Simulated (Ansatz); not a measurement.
# YSi: the cost of one run

Method: DFT PBEsol, scalar-relativistic, plane waves, PAW, in Ansatz 0.2.0.

1 further run of the same task is left out (set aside as unsound or not needed).

## Step 1: The structure to begin with

The structure is orthorhombic, space group Cmcm (No. 63). The conventional cell has a = 4.280 Å, b = 10.557 Å, c = 3.843 Å, α = 90.00°, β = 90.00°, γ = 90.00°. Y (site symmetry m2m) is surrounded by 7 Si at 2.95 to 3.13 Å. Si (site symmetry m2m) has 2 Si at 2.51 Å and 7 Y at 2.95 to 3.13 Å as nearest neighbours.

As a file:

```xyz
4
Lattice="2.1400 -5.2787 0.0000 2.1400 5.2787 0.0000 0.0000 0.0000 3.8425" Properties=species:S:1:pos:R:3 pbc="T T T"
Y     2.1400    3.7973    0.9606
Y     2.1400   -3.7973    2.8819
Si    2.1400    0.8047    0.9606
Si    2.1400   -0.8047    2.8819
```

It goes back to an entry of the Materials Project.

This cell was relaxed beforehand with the same method: volume 21.70 Å³/atom, gap on the mesh none (metal).

## Step 2: Relaxing with PBEsol

Contents of input.yaml:

```yaml
crystal:
  lattice:
    - [2.1400412445, -5.2786658387, 0.0]
    - [2.1400412445, 5.2786658387, 0.0]
    - [0.0, 0.0, 3.8425286988]
  atoms:
    - { symbol: "Y", position: [0.1403170171, 0.8596829829, 0.25] }
    - { symbol: "Y", position: [0.8596829829, 0.1403170171, 0.75] }
    - { symbol: Si, position: [0.4237764121, 0.5762235879, 0.25] }
    - { symbol: Si, position: [0.5762235879, 0.4237764121, 0.75] }
basis:
  ecutwfc: 420
kpoints:
  mp_grid: { grid: [10, 10, 12] }
hamiltonian:
  xc: pbesol
scf:
  occupations: { method: gaussian, width: 0.1 }
output:
  forces: true
  stress: true
  eigenvalues: true
relax:
  adjacent_minimum: "off"
  f_tol: 0.005
  max_steps: 50
  cell: { stress_tol: 0.05 }
```

On the command line:

```
ansatz run input.yaml --threads 2 --pin off --max-ram 5120MiB --backend cpu --events-out ev --progress --plain --runs-dir out
```

**Question.** How long does this run take on 2 threads of Arm Neoverse V2, shared host, and how much memory does it need?

About 52 s, with a peak of 0.59 GiB.
